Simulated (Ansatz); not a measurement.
# Sn4SeS3: a closer look at a trial structure

The task, for Sn4SeS3: repeat the electronic structure at other levels of theory.

Method: DFT PBE, scalar-relativistic, plane waves, PAW, unless a step names another level, in Ansatz 0.2.0.

1 further run of the same task is left out (set aside as unsound or not needed). Runs told in other sessions of the task aren't counted.

## Step 1: The structure to begin with

Symmetry: Cm, No. 8, monoclinic system. Conventional cell: a = 24.037 Å, b = 4.120 Å, c = 4.339 Å, α = 90.00°, β = 99.65°, γ = 90.00°. Around Sn (site symmetry m) lie 1 S at 2.62 Å and 4 Se at 2.89 to 3.11 Å. Around Sn (site symmetry m) lie 2 S at 2.73 Å and 1 Se at 2.76 Å. Around Sn (site symmetry m) lie 3 S at 2.61 to 2.72 Å. Around Sn (site symmetry m) lie 3 S at 2.62 to 2.73 Å. Se (site symmetry m) has 5 Sn at 2.76 to 3.11 Å in its first shell of neighbours. Around S (site symmetry m) lie 3 Sn at 2.62 to 2.73 Å. S (site symmetry m) has 3 Sn at 2.62 to 2.72 Å in its first shell of neighbours. Around S (site symmetry m) lie 3 Sn at 2.61 to 2.73 Å.

Structure file:

```cif
data_structure
_symmetry_space_group_name_H-M 'Cm'
_symmetry_Int_Tables_number 8
_cell_length_a 24.0368
_cell_length_b 4.1198
_cell_length_c 4.3391
_cell_angle_alpha 90.000
_cell_angle_beta 99.649
_cell_angle_gamma 90.000
_cell_volume 423.61
loop_
_atom_site_label
_atom_site_type_symbol
_atom_site_symmetry_multiplicity
_atom_site_Wyckoff_symbol
_atom_site_fract_x
_atom_site_fract_y
_atom_site_fract_z
_atom_site_occupancy
Sn1 Sn 2 a 0.55745 0.50000 0.17589 1
Sn2 Sn 2 a 0.93339 0.50000 0.61526 1
Sn3 Sn 2 a 0.81002 0.50000 0.98955 1
Sn4 Sn 2 a 0.68814 0.00000 0.37520 1
Se1 Se 2 a 0.54875 0.00000 0.63335 1
S1 S 2 a 0.94712 0.00000 0.03350 1
S2 S 2 a 0.79740 0.00000 0.38238 1
S3 S 2 a 0.70108 0.50000 0.79486 1
```

The cell was relaxed beforehand at this level, from a generated guess; it needn't be the stable form of this composition. At a tolerance of 0.02 Å it has space group Cm (No. 8); it has 26.48 Å³/atom, an uncorrected energy of -0.44 eV/atom over the elements and, on its mesh, gap 0.63 eV.

## Step 2: Level of theory: r2SCAN

input.yaml

```yaml
crystal:
  lattice:
    - [12.0183825, -2.0598939, 0.0]
    - [12.0183825, 2.0598939, 0.0]
    - [-0.7272521, 0.0, 4.2777435]
  atoms:
    - { symbol: Sn, position: [0.94255, 0.94255, 0.824107] }
    - { symbol: Sn, position: [0.566614, 0.566614, 0.384741] }
    - { symbol: Sn, position: [0.689982, 0.689982, 0.01045] }
    - { symbol: Sn, position: [0.311856, 0.311856, 0.624798] }
    - { symbol: Se, position: [0.451253, 0.451253, 0.366651] }
    - { symbol: S, position: [0.052884, 0.052884, 0.966498] }
    - { symbol: S, position: [0.202603, 0.202603, 0.617618] }
    - { symbol: S, position: [0.798922, 0.798922, 0.205136] }
basis:
  ecutwfc: 500
kpoints:
  mp_grid: { grid: [8, 8, 6] }
  band_path:
    path:
      - [[0.0, 0.0, 0.0], [-0.25755635, 0.25755635, 0.0]]
      - [[0.25755635, 0.74244365, 0.0], [0.5, 0.5, 0.0], [0.0, 0.0, 0.0], [0.5, 0.5, -0.5], [0.25054068, 0.74945932, -0.5]]
      - [[-0.25054068, 0.25054068, -0.5], [0.0, 0.0, -0.5], [0.0, 0.0, 0.0]]
      - [[0.0, 0.5, -0.5], [0.0, 0.0, 0.0], [0.0, 0.5, 0.0]]
    npoints: 14
hamiltonian:
  xc: r2scan
scf:
  occupations: { method: gaussian, width: 0.02 }
  n_extra_bands: 20
output:
  forces: true
  stress: true
  eigenvalues: true
  populations: true
  dos: { projected: true, de: 0.02, nscf_kmesh: { grid: [12, 12, 9] } }
  bader: true
  write_density: true
  write_potential: true
  elf: true
  volumetric_format: npy
```

Started as:

```console
ansatz run input.yaml --threads 4 --pin off --max-ram 8192MiB --backend cpu --events-out ev --progress --plain --runs-dir out
```

## Step 3: Band edges anywhere in the zone (r2SCAN)

input.yaml

```yaml
crystal:
  lattice:
    - [12.0183825, -2.0598939, 0.0]
    - [12.0183825, 2.0598939, 0.0]
    - [-0.7272521, 0.0, 4.2777435]
  atoms:
    - { symbol: Sn, position: [0.94255, 0.94255, 0.824107] }
    - { symbol: Sn, position: [0.566614, 0.566614, 0.384741] }
    - { symbol: Sn, position: [0.689982, 0.689982, 0.01045] }
    - { symbol: Sn, position: [0.311856, 0.311856, 0.624798] }
    - { symbol: Se, position: [0.451253, 0.451253, 0.366651] }
    - { symbol: S, position: [0.052884, 0.052884, 0.966498] }
    - { symbol: S, position: [0.202603, 0.202603, 0.617618] }
    - { symbol: S, position: [0.798922, 0.798922, 0.205136] }
basis:
  ecutwfc: 500
kpoints:
  mp_grid: { grid: [8, 8, 6] }
  band_path: { path: [VBM, CBM], npoints: 2 }
hamiltonian:
  xc: r2scan
scf:
  occupations: { method: gaussian, width: 0.02 }
output:
  forces: false
  stress: false
  eigenvalues: true
checkpoint:
  read: start.run
  write: ck
  compress: false
  write_wavefunctions: false
  write_every: 100000
```

## Step 4: Eigenvalues a small step from each edge (r2SCAN)

Changes to input.yaml since step 3:

```diff
@@ -18,3 +18,2 @@
   mp_grid: { grid: [8, 8, 6] }
-  band_path: { path: [VBM, CBM], npoints: 2 }
 hamiltonian:
@@ -27,2 +26,35 @@
   eigenvalues: true
+  eigenstates:
+    kpoints:
+      - [0.0, 0.0, 0.5]
+      - [0.0382557, 0.0382557, 0.497685085]
+      - [-0.0382557, -0.0382557, 0.502314915]
+      - [-0.006556846, 0.006556846, 0.5]
+      - [0.006556846, -0.006556846, 0.5]
+      - [0.0, 0.0, 0.51361648]
+      - [0.0, 0.0, 0.48638352]
+      - [0.022414474, 0.031687255, 0.498363108]
+      - [-0.022414474, -0.031687255, 0.501636892]
+      - [0.027050865, 0.027050865, 0.507991413]
+      - [-0.027050865, -0.027050865, 0.492008587]
+      - [-0.00463639, 0.00463639, 0.509628306]
+      - [0.00463639, -0.00463639, 0.490371694]
+      - [0.018301342, 0.025872535, 0.506524962]
+      - [-0.018301342, -0.025872535, 0.493475038]
+      - [0.0, 0.0, 0.0]
+      - [0.0382557, 0.0382557, -0.002314915]
+      - [-0.0382557, -0.0382557, 0.002314915]
+      - [-0.006556846, 0.006556846, 0.0]
+      - [0.006556846, -0.006556846, 0.0]
+      - [0.0, 0.0, 0.01361648]
+      - [0.0, 0.0, -0.01361648]
+      - [0.022414474, 0.031687255, -0.001636892]
+      - [-0.022414474, -0.031687255, 0.001636892]
+      - [0.027050865, 0.027050865, 0.007991413]
+      - [-0.027050865, -0.027050865, -0.007991413]
+      - [-0.00463639, 0.00463639, 0.009628306]
+      - [0.00463639, -0.00463639, -0.009628306]
+      - [0.018301342, 0.025872535, 0.006524962]
+      - [-0.018301342, -0.025872535, -0.006524962]
+    e_range: [-2.264628, 2.264628]
 checkpoint:
```

(Steps that only read results are left out.)

Q: Predict the outcome of this session. Wanted: gap; Bader charges; gap over the zone; valence top, conduction bottom; hole masses; electron masses.

The runs gave:

| quantity | value |
| --- | --- |
| gap (r2SCAN) | 0.76 eV, indirect on the path |
| Bader charges (r2SCAN) | Sn +0.95 to +1.02, Se -0.91, S -1.02 e |
| gap over the zone (r2SCAN) | 0.76 eV, indirect |
| valence top, conduction bottom (fractional k) (r2SCAN) | (0.000, 0.000, 0.500), (0.000, 0.000, 0.000) |
| hole masses (r2SCAN) | 0.22 to 7.82 m0 along the directions sampled |
| electron masses (r2SCAN) | 0.10 to 1.03 m0 along the directions sampled |

What this shows: The gap runs from 0.62 eV with PBE to 0.76 eV with r2SCAN. At this fixed cell r2SCAN gives -1.2 GPa, so it would relax to a smaller volume.
